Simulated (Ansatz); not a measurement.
# C2H9AlGe: basis-set convergence

Aim: see how fast density functionals converge with the basis set for C2H9AlGe.

Computed with Ansatz 0.2.0, Gaussian basis. Level: one geometry, several basis sets.

Levels to be run: PBE0-D4/def2-SVP; ωB97M-V/def2-SVP; PBE0-D4/def2-QZVPP; ωB97M-V/def2-QZVPP; the functionals' def2-TZVPP values are taken from earlier runs.

### Step 1. The relaxed structure

The geometry comes from an earlier relaxation with PBE0-D4 in a triple-zeta def2 set; it is a stationary point, not always the lowest conformer.

13 atoms, charge 0, spin multiplicity 1.

Atoms are counted from 1 here; the program's logs count them from 0.

Bond lengths: Al1–C2 1.962 Å, Al1–H5 1.591 Å, Al1–H6 1.591 Å, C2–C3 1.531 Å, C2–H7 1.099 Å, C2–H8 1.099 Å, C3–Ge4 1.963 Å, C3–H9 1.094 Å, C3–H10 1.094 Å, Ge4–H11 1.541 Å, Ge4–H12 1.541 Å, Ge4–H13 1.542 Å. Angles: C2–Al1–H5 120.1°, C2–Al1–H6 120.2°, H5–Al1–H6 119.7°, Al1–C2–C3 116.0°, Al1–C2–H7 107.5°, Al1–C2–H8 107.4°, C3–C2–H7 110.7°, C3–C2–H8 110.6°, H7–C2–H8 103.8°, C2–C3–Ge4 113.0°, C2–C3–H9 111.2°, C2–C3–H10 111.2°, Ge4–C3–H9 107.7°, Ge4–C3–H10 107.7°, H9–C3–H10 105.7°, C3–Ge4–H11 109.5°, C3–Ge4–H12 109.5°, C3–Ge4–H13 112.2° and more.

Coordinates:

```xyz
13
C2H9AlGe
Al   -1.1717    2.1933   -0.6584
C    -0.6132    0.3172   -0.5207
C     0.5009    0.0198    0.4863
Ge    0.9897   -1.8808    0.5490
H    -2.3120    2.6130   -1.6855
H    -0.4865    3.3004    0.2562
H    -0.3253   -0.0165   -1.5278
H    -1.5096   -0.2773   -0.2932
H     1.4065    0.5882    0.2547
H     0.2119    0.3222    1.4971
H     1.4659   -2.3364   -0.8444
H    -0.2467   -2.7180    0.9318
H     2.1107   -2.1599    1.5698
```

### Step 2. PBE0-D4 in def2-SVP

in.yaml reads:

```yaml
crystal:
  periodic: [false, false, false]
  atoms:
    - {symbol: Al, position_ang: [-1.171730, 2.193264, -0.658392]}
    - {symbol: C, position_ang: [-0.613168, 0.317153, -0.520725]}
    - {symbol: C, position_ang: [0.500931, 0.019811, 0.486271]}
    - {symbol: Ge, position_ang: [0.989661, -1.880798, 0.549021]}
    - {symbol: H, position_ang: [-2.311981, 2.613010, -1.685547]}
    - {symbol: H, position_ang: [-0.486505, 3.300403, 0.256167]}
    - {symbol: H, position_ang: [-0.325314, -0.016520, -1.527839]}
    - {symbol: H, position_ang: [-1.509636, -0.277269, -0.293195]}
    - {symbol: H, position_ang: [1.406488, 0.588241, 0.254742]}
    - {symbol: H, position_ang: [0.211878, 0.322213, 1.497093]}
    - {symbol: H, position_ang: [1.465870, -2.336382, -0.844410]}
    - {symbol: H, position_ang: [-0.246681, -2.718022, 0.931759]}
    - {symbol: H, position_ang: [2.110687, -2.159903, 1.569754]}
basis:
  gaussian: {orbitals: def2-SVP}
hamiltonian: {xc: pbe0, dispersion: d4}
output: {orbitals: {seedname: orbitals}}
```

The runs that follow: ωB97M-V in def2-SVP; PBE0-D4 in def2-QZVPP; ωB97M-V in def2-QZVPP.

**Question.** What will the summary of the whole plan be? Wanted: PBE0-D4: double and triple zeta above quadruple; ωB97M-V: double and triple zeta above quadruple.

As calculated:

| quantity | value |
| --- | --- |
| PBE0-D4: double and triple zeta above quadruple | 13.35, 1.56 eV |
| ωB97M-V: double and triple zeta above quadruple | 13.48, 1.53 eV |

**Reading.** PBE0-D4 gains 11.79 eV from double to triple zeta, then 1.56 eV more. These are total energies; as a rule much of such shifts cancels in differences, which this series doesn't test.
